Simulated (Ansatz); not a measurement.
# Sr: the cost of one run

Method: DFT PBEsol, scalar-relativistic, plane waves, PAW, in Ansatz 0.2.0.

## Step 1: Starting point

It takes space group Fm-3m (No. 225, cubic). The conventional cell has a = 6.085 Å, b = 6.085 Å, c = 6.085 Å, α = 90.00°, β = 90.00°, γ = 90.00°. Around Sr (site symmetry m-3m) lie 12 Sr at 4.30 Å.

As a file:

```cif
data_structure
_symmetry_space_group_name_H-M 'P 1'
_symmetry_Int_Tables_number 1
_cell_length_a 4.3025
_cell_length_b 4.3025
_cell_length_c 4.3025
_cell_angle_alpha 60.000
_cell_angle_beta 60.000
_cell_angle_gamma 60.000
_cell_volume 56.32
loop_
_atom_site_label
_atom_site_type_symbol
_atom_site_fract_x
_atom_site_fract_y
_atom_site_fract_z
_atom_site_occupancy
Sr1 Sr 0.00000 0.00000 0.00000 1
```

The cell is taken as given, not relaxed at this level.

## Step 2: The scan: a tetragonal deformation path

At fixed volume and fractional coordinates, lengths along (0.000, 0.000, 1.000) are scaled against those across it; ρ is that ratio over its starting value.

## Step 3: ρ = 0.707

Contents of input.yaml:

```yaml
crystal:
  lattice:
    - [0.0, 3.4150943274, 2.4144716895]
    - [3.4150943274, 0.0, 2.4144716895]
    - [3.4150943274, 3.4150943274, 0.0]
  atoms:
    - { symbol: Sr, position: [0.0, 0.0, 0.0] }
basis:
  ecutwfc: 420
kpoints:
  mp_grid: { grid: [10, 10, 10] }
hamiltonian:
  xc: pbesol
scf:
  occupations: { method: gaussian, width: 0.03 }
output:
  forces: true
  stress: true
  eigenvalues: true
```

Q: Estimate wall time and peak memory on 1 thread of an Arm CPU, shared host.

About 3.4 s, with a peak of 0.33 GiB.
